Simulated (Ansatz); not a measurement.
# HfC+ (sextet): from Hartree-Fock to the top rungs, def2-QZVPP

The task here is to estimate one member of a computed series from the others.

Method: def2-QZVPP, core rule «outside noble gas», up to 5 orbitals frozen; program: Ansatz 0.2.0, Gaussian basis.

The runs, in order: UHF; ROHF; CCSD(T) on UHF.

## The system

The geometry is a PBE0/def2-TZVP stationary point (not a proven minimum) of the parent state, kept for this charge and spin. No spin-orbit coupling is included. Elements past krypton take def2 core potentials.

2 atoms, charge 1, spin multiplicity 6.

Atoms are counted from 1 here; the program's logs count them from 0.

Bond lengths: Hf1–C2 2.091 Å.

The first run:

in.yaml

```yaml
crystal:
  periodic: [false, false, false]
  atoms:
    - {symbol: Hf, position_ang: [0.000000, 0.000000, 0.000000]}
    - {symbol: C, position_ang: [0.000000, 0.000000, 2.090600]}
basis:
  gaussian: {orbitals: "def2-QZVPP.json"}
total_charge: 1
magnetization: {spin_polarized: true, initial_magnetization: 5}
hamiltonian: {xc: hf}
output: {orbitals: {seedname: orbitals}}
```

On the command line:

```console
$ ansatz run in.yaml --threads 1 --pin off --events-out ev --progress --plain --max-ram 3968MiB --backend cpu
```

Among the steps run: UHF; ROHF; CCSD(T) on UHF.

One table of the session follows, with a row left open; its other results are not shown here.

It belongs to the step «Misses and costs». 

```
  method  from UCCSD(T) (kcal/mol)
    ROHF                    +91.52
     UHF                         ?
    UMP2                    +15.49
   UCCSD                     +4.26
UCCSD(T)                         0
```

Estimate the missing values for UHF.

As computed: from UCCSD(T) (kcal/mol): +88.71. In the column «from UCCSD(T) (kcal/mol)» it lies between UMP2 (+15.49) and ROHF (+91.52).
